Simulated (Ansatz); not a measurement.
# Alloy of GaP and GaN (8 of 32 P sites exchanged), 64 atoms

Aim: relax the alloy cell and compare the gap by PBEsol and HSE06.

Method: density functional theory in Ansatz 0.2.0, PAW datasets, plane waves.

### 1 Starting point

64 atoms (32 Ga, 24 P, 8 N); a = 10.407 Å, b = 10.407 Å, c = 10.407 Å, α = 90.00°, β = 90.00°, γ = 90.00°. All atoms were shaken off their sites by about 0.02 Å along each axis.

Steps to follow: (2) PBEsol cell relaxation at the single k point (¼, ¼, ¼), on 1 × NVIDIA GB300 Max-Q with 8 threads of Arm Neoverse-V2; (3) HSE06 single point at the single k point (¼, ¼, ¼), on 1 × NVIDIA GB300 Max-Q with 8 threads of Arm Neoverse-V2.

### 2 PBEsol relaxation of the cell and the positions

in.yaml

```yaml
crystal:
  lattice:
    - [10.406792, 0.000000, 0.000000]
    - [0.000000, 10.406792, 0.000000]
    - [0.000000, 0.000000, 10.406792]
  atoms:
    - { symbol: Ga, position: [0.000758, 0.997323, 0.998917] }
    - { symbol: Ga, position: [0.003269, 0.001334, 0.498728] }
    - { symbol: Ga, position: [0.000812, 0.501358, 0.000682] }
    - { symbol: Ga, position: [0.998483, 0.502735, 0.498275] }
    - { symbol: Ga, position: [0.498340, 0.001451, 0.998366] }
    - { symbol: Ga, position: [0.500352, 0.999122, 0.499001] }
    - { symbol: Ga, position: [0.500028, 0.501933, 0.999183] }
    - { symbol: Ga, position: [0.498769, 0.499836, 0.501285] }
    - { symbol: Ga, position: [0.247466, 0.251311, 0.002136] }
    - { symbol: Ga, position: [0.248409, 0.251506, 0.497545] }
    - { symbol: Ga, position: [0.250651, 0.752495, 0.999650] }
    - { symbol: Ga, position: [0.247587, 0.752131, 0.501216] }
    - { symbol: Ga, position: [0.747378, 0.251047, 0.997803] }
    - { symbol: Ga, position: [0.752075, 0.248108, 0.501686] }
    - { symbol: Ga, position: [0.750826, 0.749456, 0.000809] }
    - { symbol: Ga, position: [0.749227, 0.750887, 0.499884] }
    - { symbol: Ga, position: [0.250275, 0.000094, 0.246361] }
    - { symbol: Ga, position: [0.249268, 0.999151, 0.752197] }
    - { symbol: Ga, position: [0.250865, 0.497670, 0.249407] }
    - { symbol: Ga, position: [0.249564, 0.500090, 0.749692] }
    - { symbol: Ga, position: [0.751112, 0.997412, 0.249723] }
    - { symbol: Ga, position: [0.750794, 0.003204, 0.748011] }
    - { symbol: Ga, position: [0.750336, 0.501290, 0.250767] }
    - { symbol: Ga, position: [0.748503, 0.498647, 0.751878] }
    - { symbol: Ga, position: [0.999849, 0.248670, 0.245569] }
    - { symbol: Ga, position: [0.001359, 0.252046, 0.752587] }
    - { symbol: Ga, position: [0.002782, 0.749473, 0.252443] }
    - { symbol: Ga, position: [0.996214, 0.746707, 0.753106] }
    - { symbol: Ga, position: [0.499918, 0.248113, 0.249583] }
    - { symbol: Ga, position: [0.498846, 0.247867, 0.748465] }
    - { symbol: Ga, position: [0.498570, 0.748747, 0.250148] }
    - { symbol: Ga, position: [0.499790, 0.748078, 0.751816] }
    - { symbol: P, position: [0.120488, 0.125469, 0.121406] }
    - { symbol: P, position: [0.128612, 0.123850, 0.624891] }
    - { symbol: P, position: [0.127640, 0.625591, 0.627084] }
    - { symbol: P, position: [0.624297, 0.123855, 0.123246] }
    - { symbol: P, position: [0.628695, 0.124489, 0.625546] }
    - { symbol: P, position: [0.624531, 0.621954, 0.126592] }
    - { symbol: P, position: [0.622850, 0.624366, 0.625863] }
    - { symbol: P, position: [0.374282, 0.372342, 0.125391] }
    - { symbol: P, position: [0.373481, 0.873592, 0.123875] }
    - { symbol: P, position: [0.374691, 0.874181, 0.625615] }
    - { symbol: P, position: [0.875791, 0.374215, 0.130335] }
    - { symbol: P, position: [0.877643, 0.369274, 0.625176] }
    - { symbol: P, position: [0.875921, 0.874258, 0.625196] }
    - { symbol: P, position: [0.376932, 0.124079, 0.373561] }
    - { symbol: P, position: [0.374996, 0.125959, 0.874662] }
    - { symbol: P, position: [0.371810, 0.625145, 0.374541] }
    - { symbol: P, position: [0.372826, 0.624506, 0.875979] }
    - { symbol: P, position: [0.875690, 0.124687, 0.874732] }
    - { symbol: P, position: [0.871949, 0.624738, 0.371780] }
    - { symbol: P, position: [0.873675, 0.628775, 0.876926] }
    - { symbol: P, position: [0.125004, 0.369558, 0.377082] }
    - { symbol: P, position: [0.123327, 0.876131, 0.375334] }
    - { symbol: P, position: [0.125887, 0.872689, 0.878779] }
    - { symbol: P, position: [0.621783, 0.375024, 0.874813] }
    - { symbol: N, position: [0.127715, 0.624143, 0.127292] }
    - { symbol: N, position: [0.375540, 0.374066, 0.627784] }
    - { symbol: N, position: [0.875192, 0.873781, 0.126669] }
    - { symbol: N, position: [0.874641, 0.124741, 0.376488] }
    - { symbol: N, position: [0.126065, 0.373714, 0.875560] }
    - { symbol: N, position: [0.626746, 0.373589, 0.375432] }
    - { symbol: N, position: [0.628940, 0.874079, 0.376479] }
    - { symbol: N, position: [0.626167, 0.878046, 0.877779] }
  symmetry: { detect: false }
kpoints:
  mp_grid: { grid: [1, 1, 1], shift: [0.25, 0.25, 0.25] }
hamiltonian:
  xc: pbesol
scf:
  occupations: { method: fermi_dirac, width: 0.01 }
relax:
  f_tol: 0.03
  max_steps: 80
  escape_saddle: false
  adjacent_minimum: "off"
  cell: { fix: [shape] }
output:
  forces: true
  eigenvalues: true
  populations: true
```

Run with:

```sh
> ansatz run in.yaml --threads 8 --pin off --max-ram 118750MiB --runs-dir r --events-out ev --progress --plain --backend cuda --devices 0,
```

The runs that follow: HSE06 single point.

What does the calculation give? Wanted: for each run, top filled to lowest empty.

**Answer**, as computed:

| level | time | top filled to lowest empty (eV) |
| --- | --- | --- |
| PBEsol, relaxation | 8.3 s (GPU) | 1.08 |
| HSE06 | 31 s (GPU) | 1.96 |

```
     quantity                                                                         value
   relaxation                                             6 recorded steps, 12.09 eV gained
largest shift                                                                 0.40 Å (Ga27)
 relaxed cell  a = 10.400 Å, b = 10.400 Å, c = 10.400 Å, α = 90.00°, β = 90.00°, γ = 90.00°
   mean bonds                                                      Ga–N 2.034, Ga–P 2.336 Å
```

**Reading.** Relaxation gains 12.09 eV, with shifts up to 0.40 Å (Ga27), while the volume changes by -0.2 %. The mean lengths of the listed bonds run from Ga–N 2.03 Å to Ga–P 2.34 Å. At the same k points, PBEsol gives a spacing 0.89 eV smaller than the 1.96 eV of HSE06. With one k point the spacing samples only the states that fold onto it, so it can exceed the gap over the zone.
